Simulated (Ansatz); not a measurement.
# C2H6BClFSb: the cost of one run

All numbers below are computed with Ansatz 0.2.0 (RKS B3LYP-D4/def2-SVP).

## (1) The starting structure

Bond lengths: C1–B2 1.592 Å, B2–C3 1.564 Å, B2–Sb4 2.204 Å, Sb4–F5 1.943 Å, Sb4–Cl6 2.406 Å, C1–H7 1.068 Å, C1–H8 1.085 Å, C1–H9 1.189 Å, C3–H10 1.123 Å, C3–H11 1.082 Å, C3–H12 1.152 Å. Angles (14 of 18 angles, heavy atoms first): C1–B2–C3 119.4°, C1–B2–Sb4 123.1°, C3–B2–Sb4 117.4°, B2–Sb4–F5 95.3°, B2–Sb4–Cl6 92.6°, F5–Sb4–Cl6 94.4°, B2–C1–H7 113.3°, B2–C1–H8 107.2°, B2–C1–H9 107.6°, B2–C3–H10 110.4°, B2–C3–H11 111.2°, B2–C3–H12 111.5°, H7–C1–H8 113.6°, H7–C1–H9 108.4°.

Coordinates:

```xyz
12

C    -0.8038   -0.6842    1.3186
B    -0.1824   -0.1938   -0.0626
C     1.3095   -0.5257   -0.3952
Sb   -1.3270    0.9492   -1.5601
F     0.2174    1.4365   -2.6328
Cl   -1.2709    2.9560   -0.2343
H    -0.0977   -1.1836    1.9453
H    -1.6773   -1.2838    1.0836
H    -1.2034    0.2765    1.8938
H     1.9058    0.4195   -0.5054
H     1.3862   -1.1339   -1.2872
H     1.8207   -1.0878    0.4703
```

## (2) End point A

The input, input.yaml:

```yaml
crystal:
  periodic: [false, false, false]
  atoms:
    - { symbol: C, position_ang: [-0.8038, -0.6842, 1.3186] }
    - { symbol: B, position_ang: [-0.1824, -0.1938, -0.0626] }
    - { symbol: C, position_ang: [1.3095, -0.5257, -0.3952] }
    - { symbol: Sb, position_ang: [-1.327, 0.9492, -1.5601] }
    - { symbol: F, position_ang: [0.2174, 1.4365, -2.6328] }
    - { symbol: Cl, position_ang: [-1.2709, 2.956, -0.2343] }
    - { symbol: H, position_ang: [-0.0977, -1.1836, 1.9453] }
    - { symbol: H, position_ang: [-1.6773, -1.2838, 1.0836] }
    - { symbol: H, position_ang: [-1.2034, 0.2765, 1.8938] }
    - { symbol: H, position_ang: [1.9058, 0.4195, -0.5054] }
    - { symbol: H, position_ang: [1.3862, -1.1339, -1.2872] }
    - { symbol: H, position_ang: [1.8207, -1.0878, 0.4703] }
basis:
  gaussian: { orbitals: def2-SVP }
hamiltonian:
  xc: b3lyp
  dispersion: d4
relax:
  f_tol: 0.015
  max_steps: 40
output:
  orbitals: {}
```

Run with:

```console
ansatz run input.yaml --threads 2 --pin off --max-ram 3072MiB --backend cpu --events-out ev --progress --plain --runs-dir out
```

**Question.** How long does this run take on 2 threads of Arm Neoverse V1, shared host, and how much memory does it need?

About 2 min, with a peak of 0.41 GiB.
